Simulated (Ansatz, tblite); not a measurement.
# Cd5Te4 zinc blende off sphere (Cd5Te4I2): rung by rung

The task here is to estimate one member of a computed series from the others.

The runs use Ansatz 0.2.0, Gaussian basis; as each input shows.

Levels to be run: GFN1-xTB, GFN2-xTB, PBE-D4/def2-TZVP, r2SCAN-D4/def2-TZVP, B97M-V/def2-TZVP, revPBE-D4/def2-TZVP, PBE-QIDH/def2-TZVP, PBE-D4/def2-SVP, PBE0-D4/def2-SVP, MP2/def2-TZVP, RPA/def2-TZVP.

1 further run of the same task is left out (set aside as unsound or not needed).

### The relaxed structure

The geometry is that of the singlet, from an earlier relaxation (PBE-D4/def2-SVP).

11 atoms, charge 0, spin multiplicity 1.

Bond lengths: Cd1–Te6 2.785 Å, Cd1–Te7 2.609 Å, Cd2–Te6 2.784 Å, Cd2–Te8 2.609 Å, Cd3–Te6 2.779 Å, Cd3–Te9 2.644 Å, Cd4–Te7 2.756 Å, Cd4–Te9 2.913 Å, Cd4–I10 2.688 Å, Cd5–Te8 2.760 Å, Cd5–Te9 2.906 Å, Cd5–I11 2.687 Å. Angles: Te6–Cd1–Te7 167.1°, Te6–Cd2–Te8 167.1°, Te6–Cd3–Te9 153.3°, Te7–Cd4–Te9 134.2°, Te7–Cd4–I10 126.4°, Te9–Cd4–I10 99.4°, Te8–Cd5–Te9 133.7°, Te8–Cd5–I11 125.6°, Te9–Cd5–I11 100.7°, Cd1–Te6–Cd2 79.6°, Cd1–Te6–Cd3 74.5°, Cd2–Te6–Cd3 74.4°, Cd1–Te7–Cd4 90.0°, Cd2–Te8–Cd5 90.3°, Cd3–Te9–Cd4 93.7°, Cd3–Te9–Cd5 93.7°, Cd4–Te9–Cd5 87.1°.

Cd, I, Te take a core potential in the def2 sets. No spin-orbit coupling is included.

PBE0-D4/def2-TZVP was run before; its log isn't repeated, and its numbers join the tables.

The first run:

Tight binding, by tblite at 300 K electronic temperature and without a spin-polarisation term:

```python
tblite.interface.Calculator('GFN1-xTB', numbers, positions, charge=0, uhf=0).singlepoint()
```

Tight binding, by tblite at 300 K electronic temperature and without a spin-polarisation term:

```python
tblite.interface.Calculator('GFN2-xTB', numbers, positions, charge=0, uhf=0).singlepoint()
```

start.molden holds the orbitals of an earlier run on this state, given as this run's starting guess.

Input file in.yaml:

```yaml
crystal:
  periodic: [false, false, false]
  atoms:
    - {symbol: Cd, position_ang: [0.672732, -3.010156, -0.478579]}
    - {symbol: Cd, position_ang: [0.700601, -0.461123, -2.970667]}
    - {symbol: Cd, position_ang: [-2.027310, -1.099359, -1.110719]}
    - {symbol: Cd, position_ang: [0.056123, -0.524281, 2.322344]}
    - {symbol: Cd, position_ang: [0.023012, 2.339384, -0.480470]}
    - {symbol: Te, position_ang: [-0.751126, -2.834694, -2.866049]}
    - {symbol: Te, position_ang: [1.701792, -2.694467, 1.898554]}
    - {symbol: Te, position_ang: [1.741363, 1.901511, -2.595678]}
    - {symbol: Te, position_ang: [-2.058896, 0.750454, 0.777873]}
    - {symbol: I, position_ang: [0.029110, 1.059215, 4.494494]}
    - {symbol: I, position_ang: [-0.087399, 4.573513, 1.008907]}
basis:
  gaussian: {orbitals: def2-TZVP, fitting: {mean_field: def2-universal-jkfit}, initial_orbitals: start.molden}
hamiltonian: {xc: pbe, dispersion: d4}
scf: {omitted_lower_state_checks: [starts]}
output: {orbitals: {seedname: orbitals}}
```

On the command line:

```console
> ansatz run in.yaml --threads 2 --pin off --events-out ev --progress --plain --max-ram 32768MiB --backend cuda --devices 0, --max-vram 18GiB
```

Among the steps run: PBE-D4/def2-TZVP; r2SCAN-D4/def2-TZVP; B97M-V/def2-TZVP; revPBE-D4/def2-TZVP; PBE-QIDH/def2-TZVP; PBE-D4/def2-SVP; PBE0-D4/def2-SVP; MP2/def2-TZVP; RPA/def2-TZVP.

One of the session's tables, all rows but one given; the rest of the session is left out.

It belongs to the step «Binding energy». 

| level | binding an atom (eV) |
| --- | --- |
| HF/def2-TZVP | 0.911 |
| PBE-D4/def2-SVP | 1.639 |
| PBE-D4/def2-TZVP | 1.635 |
| revPBE-D4/def2-TZVP | 1.517 |
| r2SCAN-D4/def2-TZVP | 1.638 |
| B97M-V/def2-TZVP | 1.478 |
| PBE0-D4/def2-SVP | 1.636 |
| PBE0-D4/def2-TZVP | ? |
| PBE-QIDH/def2-TZVP | 1.650 |
| RPA/def2-TZVP | 1.298 |
| MP2/def2-TZVP | 1.638 |

Estimate the missing values for PBE0-D4/def2-TZVP.

The run gave: binding an atom (eV): 1.643. In the column «binding an atom (eV)» it lies between PBE-D4/def2-SVP (1.639) and PBE-QIDH/def2-TZVP (1.650).

Limits of these values: Free atoms were run apart at each level; binding is atoms less cluster, divided by the number of atoms, without zero-point or spin-orbit terms.
